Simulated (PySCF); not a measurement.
# GeSi2H8 (SMILES [SiH3][GeH2][SiH3]): MP2/STO-3G

What is the vertical ionisation energy of GeSi2H8 at MP2/STO-3G? The job is set up through a Python script.

Program for the calculation: PySCF 2.14.0.

### Step 1. The structure to begin with

GeSi2H8: 11 atoms, total charge 0, spin state singlet. SMILES: `[SiH3][GeH2][SiH3]`. Geometry: relaxed at PBE0-D4/def2-TZVP.

Bond lengths: Si1–Ge2 2.379 Å, Ge2–Si3 2.379 Å, Si1–H4 1.487 Å, Si1–H5 1.487 Å, Si1–H6 1.487 Å, Ge2–H7 1.541 Å, Ge2–H8 1.541 Å, Si3–H9 1.487 Å, Si3–H10 1.487 Å, Si3–H11 1.487 Å. Some angles: Si1–Ge2–Si3 111.0°, Si1–Ge2–H7 109.6°, Si1–Ge2–H8 109.6°, Si3–Ge2–H7 109.6°, Si3–Ge2–H8 109.5°, Ge2–Si1–H4 109.7°, Ge2–Si1–H5 109.7°, Ge2–Si1–H6 111.0°, Ge2–Si3–H9 111.0°, Ge2–Si3–H10 109.7°.

### Step 2. A single-point energy at MP2/STO-3G

File job.py:

```python
# [SiH3][GeH2][SiH3]
from pyscf import gto, mp

mol = gto.M(
    atom=[
    ('Si', (-1.240700, 1.300100, -0.847900)),
    ('Ge', (-0.347500, -0.027400, 0.912300)),
    ('Si', (1.520900, -1.293400, 0.160700)),
    ('H', (-1.664500, 0.423300, -1.971800)),
    ('H', (-0.201200, 2.240300, -1.344600)),
    ('H', (-2.414700, 2.084500, -0.382000)),
    ('H', (0.080900, 0.883300, 2.078800)),
    ('H', (-1.435600, -0.980200, 1.443500)),
    ('H', (2.082700, -2.120500, 1.261200)),
    ('H', (2.579600, -0.376700, -0.339400)),
    ('H', (1.105400, -2.190400, -0.950100)),
],
    basis='sto-3g',
    verbose=3,
    spin=0,
    max_memory=1860,
    charge=0,
)

myscf = mol.RHF()
myscf.conv_tol = 1e-10
myscf.kernel()
if not myscf.converged:
    myscf = myscf.newton().run(myscf.mo_coeff, myscf.mo_occ)

pt = mp.MP2(myscf, frozen=19).run()
e_final = pt.e_tot
print(f'total energy: {e_final:.8f} hartree')
```

Run with:

```sh
$ OMP_NUM_THREADS=1 python job.py
```

Output:

```text
converged SCF energy = -2627.65471763337
E(RMP2) = -2627.77135555164  E_corr = -0.116637918273725
E(SCS-RMP2) = -2627.79062712159  E_corr = -0.135909488219861
total energy: -2627.77135555 hartree
```

Wall time 1.1 s (1 thread of Arm Neoverse V1, shared host); peak memory 0.12 GiB.

### Step 3. The doublet cation, same level

File calc.py:

```python
from pyscf import gto, mp

mol = gto.M(
    atom='''
Si      -1.240700       1.300100      -0.847900
Ge      -0.347500      -0.027400       0.912300
Si       1.520900      -1.293400       0.160700
H       -1.664500       0.423300      -1.971800
H       -0.201200       2.240300      -1.344600
H       -2.414700       2.084500      -0.382000
H        0.080900       0.883300       2.078800
H       -1.435600      -0.980200       1.443500
H        2.082700      -2.120500       1.261200
H        2.579600      -0.376700      -0.339400
H        1.105400      -2.190400      -0.950100
''',
    spin=1,
    charge=1,
    max_memory=1860,
    verbose=4,
    basis='sto-3g',
)

myscf = mol.UHF()
myscf.conv_tol = 1e-10
myscf.kernel()
if not myscf.converged:
    myscf = myscf.newton().run(myscf.mo_coeff, myscf.mo_occ)

pt = mp.MP2(myscf, frozen=19).run()
e_final = pt.e_tot
print(f'total energy: {e_final:.8f} hartree')
```

Run with:

```sh
$ OMP_NUM_THREADS=1 python calc.py
```

Output:

```text
PySCF version 2.14.0

[INPUT] num. atoms = 11
[INPUT] num. electrons = 67
[INPUT] charge = 1
[INPUT] spin (= nelec alpha-beta = 2S) = 1
[INPUT] symmetry False subgroup None
[INPUT] Mole.unit = angstrom
[INPUT] Symbol           X                Y                Z      unit          X                Y                Z       unit  Magmom
[INPUT]  1 Si    -1.240700000000   1.300100000000  -0.847900000000 AA   -2.344583202748   2.456832934547  -1.602298781019 Bohr   0.0
[INPUT]  2 Ge    -0.347500000000  -0.027400000000   0.912300000000 AA   -0.656679828286  -0.051778495813   1.723997143441 Bohr   0.0
[INPUT]  3 Si     1.520900000000  -1.293400000000   0.160700000000 AA    2.874084462851  -2.444171769512   0.303678988218 Bohr   0.0
[INPUT]  4 H     -1.664500000000   0.423300000000  -1.971800000000 AA   -3.145449134339   0.799921068528  -3.726161972417 Bohr   0.0
[INPUT]  5 H     -0.201200000000   2.240300000000  -1.344600000000 AA   -0.380212896262   4.233553436863  -2.540925747090 Bohr   0.0
[INPUT]  6 H     -2.414700000000   2.084500000000  -0.382000000000 AA   -4.563121672987   3.939134106656  -0.721875379584 Bohr   0.0
[INPUT]  7 H      0.080900000000   0.883300000000   2.078800000000 AA    0.152878843477   1.669195085828   3.928362667746 Bohr   0.0
[INPUT]  8 H     -1.435600000000  -0.980200000000   1.443500000000 AA   -2.712890824426  -1.852309547299   2.727819660810 Bohr   0.0
[INPUT]  9 H      2.082700000000  -2.120500000000   1.261200000000 AA    3.935732599632  -4.007164247140   2.383322588301 Bohr   0.0
[INPUT] 10 H      2.579600000000  -0.376700000000  -0.339400000000 AA    4.874737510928  -0.711859831124  -0.641373046677 Bohr   0.0
[INPUT] 11 H      1.105400000000  -2.190400000000  -0.950100000000 AA    2.088903258094  -4.139256103247  -1.795428790949 Bohr   0.0

nuclear repulsion = 332.449617679217
number of shells = 26
number of NR pGTOs = 132
number of NR cGTOs = 44
basis = sto-3g
ecp = {}

******** <class 'pyscf.scf.uhf.UHF'> ********
method = UHF
initial guess = minao
damping factor = 0
level_shift factor = 0
DIIS = <class 'pyscf.scf.diis.CDIIS'>
diis_start_cycle = 1
diis_space = 8
diis_damp = 0
SCF conv_tol = 1e-10
SCF conv_tol_grad = None
SCF max_cycles = 50
direct_scf = True
direct_scf_tol = 1e-13
number electrons alpha = 34  beta = 33
Set gradient conv threshold to 1e-05
init E= -2624.07991367907
[... the frontier-level lines of each cycle are left out ...]

cycle= 1 E= -2627.30461661244  delta_E= -3.22  |g|= 0.27  |ddm|= 2.32
cycle= 2 E= -2627.37439179864  delta_E= -0.0698  |g|= 0.0486  |ddm|= 0.545
cycle= 3 E= -2627.37850944425  delta_E= -0.00412  |g|= 0.0198  |ddm|= 0.107
cycle= 4 E= -2627.37992049445  delta_E= -0.00141  |g|= 0.00852  |ddm|= 0.0759
cycle= 5 E= -2627.38027137873  delta_E= -0.000351  |g|= 0.00423  |ddm|= 0.0442
cycle= 6 E= -2627.38035431003  delta_E= -8.29e-05  |g|= 0.00199  |ddm|= 0.0246
cycle= 7 E= -2627.38037166349  delta_E= -1.74e-05  |g|= 0.000462  |ddm|= 0.0144
cycle= 8 E= -2627.3803723519  delta_E= -6.88e-07  |g|= 8.86e-05  |ddm|= 0.00293
cycle= 9 E= -2627.38037236873  delta_E= -1.68e-08  |g|= 2.26e-05  |ddm|= 0.000356
cycle= 10 E= -2627.38037236994  delta_E= -1.21e-09  |g|= 1.03e-05  |ddm|= 7.41e-05
cycle= 11 E= -2627.38037237025  delta_E= -3.18e-10  |g|= 3.93e-06  |ddm|= 4.7e-05
cycle= 12 E= -2627.38037237031  delta_E= -5.28e-11  |g|= 9.81e-07  |ddm|= 2.22e-05
Extra cycle  E= -2627.38037237031  delta_E=    0  |g|= 6.07e-07  |ddm|= 2.18e-06
converged SCF energy = -2627.38037237031  <S^2> = 0.76433619  2S+1 = 2.0142852

******** <class 'pyscf.mp.ump2.UMP2'> ********
nocc = (np.int64(15), np.int64(14)), nmo = (25, 25)
frozen orbitals 19
E(UMP2) = -2627.49724388093  E_corr = -0.116871510621528
E(SCS-UMP2) = -2627.51536663543  E_corr = -0.134994265121372
E_corr(same-spin) = -0.00605947802822518
E_corr(oppo-spin) = -0.110812032593303
total energy: -2627.49724388 hartree
```

Wall time 1.2 s (1 thread of Arm Neoverse V1, shared host); peak memory 0.12 GiB.

### Step 4. What came out

Level: MP2/STO-3G, 19 core orbitals frozen.

| quantity | value |
| --- | --- |
| singlet GeSi2H8: total energy | -2627.77136 Eh |
| singlet GeSi2H8: dipole moment (Hartree–Fock density) | 0.08 D |
| singlet GeSi2H8: HOMO energy (Hartree–Fock orbitals) | -8.10 eV |
| singlet GeSi2H8: LUMO energy (Hartree–Fock orbitals) | 10.28 eV |
| singlet GeSi2H8: HOMO–LUMO gap (Hartree–Fock orbitals) | 18.39 eV |
| singlet GeSi2H8: correlation energy (19 core orbitals frozen) | -116.6 mEh |
| doublet cation: total energy | -2627.49724 Eh |
| doublet cation: HOMO energy (Hartree–Fock orbitals) (highest over α and β) | -14.78 eV |
| doublet cation: LUMO energy (Hartree–Fock orbitals) (lowest over α and β) | -6.80 eV |
| doublet cation: correlation energy (19 core orbitals frozen) | -116.9 mEh |
| doublet cation: ⟨S²⟩ of the reference determinant | 0.764 |
| vertical ionisation energy (to the doublet cation) | 7.459 eV |

In words: Removing an electron at fixed nuclei costs 7.46 eV (720 kJ/mol). In a minimal basis such a difference can be off by several eV, whatever the method. Mulliken charges (singlet GeSi2H8) of the mean-field density run from -0.16 on H4 to +0.51 on Si1; they depend strongly on the basis.
